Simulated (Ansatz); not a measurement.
# Zr (Zr, beta-Sn type): the cost of one run

Method: DFT m-r2SCAN, plane waves (500 eV) with PAW, scalar-relativistic; the PAW data stem from PBE, with regenerated cores; m-r²SCAN is r²SCAN on the gauge-invariant kinetic-energy density, in Ansatz 0.2.0.

### Step 1. Starting point

It takes space group I4_1/amd (No. 141, tetragonal). The conventional cell has a = 5.637 Å, b = 5.637 Å, c = 3.078 Å, α = 90.00°, β = 90.00°, γ = 90.00°. Around Zr (site symmetry -4m2) lie 6 Zr at 2.92 to 3.08 Å.

Coordinates:

```
Zr
1.0
    -2.81830    2.81830    1.53879
     2.81830   -2.81830    1.53879
     2.81830    2.81830   -1.53879
Zr
2
Direct
  0.00000 0.00000 0.00000
  0.75000 0.25000 0.50000
```

Starting moments (μB): +1 ×2.

### Step 2. Geometry optimisation

Contents of input.yaml:

```yaml
crystal:
  lattice:
    - [-2.8183043902, 2.8183043902, 1.538794197]
    - [2.8183043902, -2.8183043902, 1.538794197]
    - [2.8183043902, 2.8183043902, -1.538794197]
  atoms:
    - { symbol: Zr, position: [0.0, 0.0, 0.0], spin: 1.0 }
    - { symbol: Zr, position: [0.75, 0.25, 0.5], spin: 1.0 }
hamiltonian:
  xc: mr2scan
  pseudopotentials:
    kind: paw
    azcp:
      Zr: "pseudopotentials/Zr.paw.azcp"
basis:
  ecutwfc: 500
  fft_grid_basis: typed
kpoints:
  mp_grid: { grid: [12, 12, 8], shift: [0, 0, 0] }
magnetization:
  spin_polarized: true
scf:
  occupations: { method: fermi_dirac, width: 0.05 }
relax:
  max_steps: 60
  f_tol: 0.01
  cell: {}
output:
  write_density: true
  write_potential: true
  elf: true
  volumetric_format: npy
```

Started as:

```console
$ ansatz run input.yaml --threads 2 --pin off --max-ram 6144MiB --backend cpu --events-out ev --progress --plain --runs-dir out
```

Q: Estimate wall time and peak memory on 2 threads of Intel Xeon Platinum 8488C (Sapphire Rapids), shared host.

About 12 min, with a peak of 0.99 GiB.
